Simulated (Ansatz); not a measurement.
## AlH3Se, SMILES [AlH2][SeH]: a test of scalar relativity, step by step

With Ansatz 0.2.0 through its Python package.

Interactive session:
```pycon
>>> import ansatz as az
>>> import numpy as np
>>> alh3se = (
...     az.Crystal.molecule()
...     .atom('Al', (-0.5101, -0.5043, 0.0501))
...     .atom('Se', (0.458, 1.7126, 0.0236))
...     .atom('H', (-0.7695, -1.2472, 1.4013))
...     .atom('H', (-0.9782, -1.1076, -1.3338))
...     .atom('H', (1.8496, 1.0728, -0.1827))
... )
>>> setup = alh3se.calculation().functional('HF').forces()
>>> # a set contracted for a scalar-relativistic Hamiltonian goes with the relativistic run
>>> sets = {'none': 'cc-pVTZ', 'scalar': 'cc-pVTZ-DK'}
>>> found = {kind: setup.basis(gaussian=basis).pseudopotentials(relativity=kind).run(threads=1, pin='off').report for kind, basis in sets.items()}
>>> for kind, each in found.items():
...     dipole = 4.803205 * np.linalg.norm(each['charge_distribution']['dipole_moment_e_ang'])
...     print(f'{kind:7s} E = {each["free_energy_ev"]:.4f} eV  dipole {dipole:.3f} D  largest force component {np.abs(each["forces_ev_ang"]).max():.4f} eV/A')
...
none    E = -71935.5156 eV  dipole 1.437 D  largest force component 1.4414 eV/A
scalar  E = -72714.9696 eV  dipole 1.384 D  largest force component 1.4748 eV/A
>>> print(f'relativity lowers the total energy by {found["none"]["free_energy_ev"] - found["scalar"]["free_energy_ev"]:.3f} eV')
relativity lowers the total energy by 779.454 eV
```

The total moves by -779.5 eV, nearly all in the cores, and the dipole from 1.44 to 1.38 D.

Notes:
- Total energies depend on the basis set; only differences at equal settings carry meaning.
- The geometry is a force-field or estimated start, not a minimum of this method. The basis set changes with the Hamiltonian (a set recontracted for scalar relativity), and most of the change in the total lies in the cores.
- The whole script took 4.7 s on 1 thread of Arm Neoverse V1 (shared host), peak memory 0.28 GiB.
